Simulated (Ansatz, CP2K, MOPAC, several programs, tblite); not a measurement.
Many methods on one cell: CsPbCl3 (cubic perovskite)

CsPbCl3 (cubic perovskite), relaxed with r2SCAN in Ansatz, was computed with several methods. The symmetry is Pm-3m (No. 221, cubic); conventional cell a = 5.677 Å, 36.59 Å³ an atom. Cs has 12 Cl at 4.01 Å; Pb has 6 Cl at 2.84 Å; Cl has 2 Pb at 2.84 Å and 4 Cs at 4.01 Å. Spin-unpolarised throughout; all numbers are computed.

```
CELL_PARAMETERS angstrom
5.67707 0.00000 0.00000
0.00000 5.67707 0.00000
0.00000 0.00000 5.67707
ATOMIC_POSITIONS crystal
Cs 0.00000 0.00000 0.00000
Pb 0.50000 0.50000 0.50000
Cl 0.50000 0.50000 0.00000
Cl 0.50000 0.00000 0.50000
Cl 0.00000 0.50000 0.50000
```

Gaps and times are for a single point on this cell; volume and bulk modulus come from each method's own relaxation or energy curve at fixed shape. Times are rough, from shared hosts (Intel Xeon Platinum 8375C CPU @ 2.90GHz), and each method has its own mesh and cell size. GFN1-xTB (tblite): levels, charges or heat of formation failed a check of plausibility, so no values are given. PM6 (MOPAC), PM7 (MOPAC), GFN1-xTB (tblite), GFN2-xTB (tblite) treat a cluster of cells at its zone centre, which samples few k points: where these miss a band edge, the gap comes out too large for that reason alone. Gaps from k meshes are read at a limited set of points (mesh, symmetry points, PBE's band edges), so each method's own least gap may be somewhat smaller. xTB and the PM methods were fitted mostly to molecules, and can miss a solid's gap by electronvolts. Minimal bases can be far off for gaps. d marks a direct gap, i an indirect one (no mark: not told apart), a dash a value that wasn't computed or didn't pass its checks.

```
                              method              kind  gap (eV)  own volume (Å³/atom)  bulk modulus (GPa)  atoms computed  processor time
light PBE (260 eV and a coarse mesh)  light plane-wave    2.07 d                     –                   –               5           1.2 s
                   GFN1-xTB (tblite)     tight binding         –                     –                   –              40           2.1 s
                   GFN2-xTB (tblite)     tight binding      4.23                     –                   –              40           2.6 s
                         PM6 (MOPAC)    semi-empirical      4.23                     –                   –              40             3 s
                         PM7 (MOPAC)    semi-empirical      8.94                     –                   –              40           3.1 s
                                 PBE         semilocal    2.09 d                 37.69                  22               5           3.3 s
                              r2SCAN         semilocal    2.46 d                 36.59                  25               5           8.1 s
                      PBE/SZV (CP2K)       small basis    1.86 d                 38.58                  25               5           9.2 s
                     PBE/DZVP (CP2K)       small basis    1.99 d                 37.64                  22               5            20 s
```

Against r2SCAN (2.46 eV) and with closed or daggered gaps left aside, the nearest gap at the points sampled is that of PBE (-0.37 eV) and the farthest that of PM7 (MOPAC) (+6.48 eV). r2SCAN is only a yardstick of convenience: semilocal gaps usually lie below measured ones, which GLLB-SC and hybrids aim to mend.

Volumes against r2SCAN's: PBE +3.0 %, PBE/SZV (CP2K) +5.4 %, PBE/DZVP (CP2K) +2.8 %.

Runs without a result: GLLB-SC (GPAW) (single point).

Spin-orbit coupling is left out; in compounds of Pb, Bi, Tl or Hg it can lower a gap by up to about 1 eV, split its edges or invert the bands.
